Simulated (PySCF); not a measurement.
# C3H6F2Si: the cost of one run

Programs: PySCF 2.14.0, with density-fitted response routines of our own. Each step states its level of theory. These are calculated values for one molecule in the gas phase, unless marked as measured. Atoms are numbered from 0 throughout.

**1. The starting structure**

12 atoms, charge 0, multiplicity 1; geometry from: GFN2-xTB. The atoms were then displaced at random by about 0.01 Å, so the start is not that level's minimum.

Bonds of the start (Å): F0–C1 1.38, C1–F2 1.37, C1–C3 1.53, C3–C4 1.51, C4–Si5 1.87, Si5–C3 1.86, C1–H6 1.10, C3–H7 1.09, C4–H8 1.11, C4–H9 1.08, Si5–H10 1.46, Si5–H11 1.45.

**2. Optimising the geometry at PBE0-D3(BJ)/def2-SVP**

The job: settings as JSON, then the geometry in Å.

```
{"job": {"xc": "PBE0", "basis": "def2-SVP", "d3": "d3bj", "grid": 1, "shake": 0.01, "kind": "geom"}, "charge": 0, "multiplicity": 1}
F     -1.281980    -0.755800     1.314270
C     -1.486130    -0.165280     0.084600
F     -2.200770    -1.075590    -0.651370
C     -0.138720     0.164400    -0.565850
C      0.809460     0.973770     0.278410
Si     1.398770    -0.766710    -0.075980
H     -2.134590     0.708210     0.232500
H     -0.314690     0.517800    -1.580210
H      0.457450     1.239790     1.298400
H      1.249720     1.832790    -0.194970
H      1.295400    -1.770790     0.978820
H      2.385770    -0.930860    -1.127650
```

Command:

```bash
$ OMP_NUM_THREADS=1 python probes_run.py task.json out
```

This one command runs all jobs of the session in turn.

**Question.** How long does this first job take on 1 thread of Arm Neoverse V1, shared host, and how much memory does it need?

About 61 s, with a peak of 0.48 GiB.
